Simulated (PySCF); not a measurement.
# C3H6BNO: the cost of one run

The runs use PySCF 2.14.0, with density-fitted response routines of our own; the level of theory stands in each step. All values are computed, except where a source is named. Atoms count from 0, in the outputs and in this text.

## 1. The molecule as given

12 atoms, charge 0, multiplicity 1; geometry from: GFN2-xTB.

Bonds of the start (Å): C0–C1 1.32, C1–C2 1.48, C2–B3 1.64, B3–N4 1.30, N4–O5 1.20, C0–H6 1.08, C0–H7 1.08, C1–H8 1.08, C2–H9 1.09, C2–H10 1.09, B3–H11 1.16.

## 2. Ultraviolet spectrum: CAM-B3LYP/def2-SVPD

The job: settings as JSON, then the geometry in Å.

```
{"job": {"kind": "uv", "xc": "CAM-B3LYP", "basis": "def2-SVPD", "nstates": 8, "ntriplets": 3}, "charge": 0, "multiplicity": 1}
C     -2.097697    -0.114173    -0.059954
C     -0.873991    -0.617594    -0.026747
C      0.260380    -0.010692     0.713334
B      1.246738     0.742945    -0.359198
N      2.355954     0.127115    -0.621883
O      3.353082    -0.516937    -0.778268
H     -2.895332    -0.585713    -0.607979
H     -2.352953     0.787400     0.473048
H     -0.643873    -1.520812    -0.576935
H     -0.093894     0.739600     1.418113
H      0.810419    -0.776868     1.255999
H      0.932366     1.745042    -0.855559
```

Level: TDDFT CAM-B3LYP/def2-SVPD, vertical, gas phase, core orbitals frozen in the response.

Command:

```console
$ OMP_NUM_THREADS=1 python probes_run.py task.json out
```

The driver reads the jobs from task.json and runs them one after another.

Q: Estimate the wall time and peak memory of this job on 1 thread of Arm Neoverse N1, shared host.

About 41 s, with a peak of 0.74 GiB.
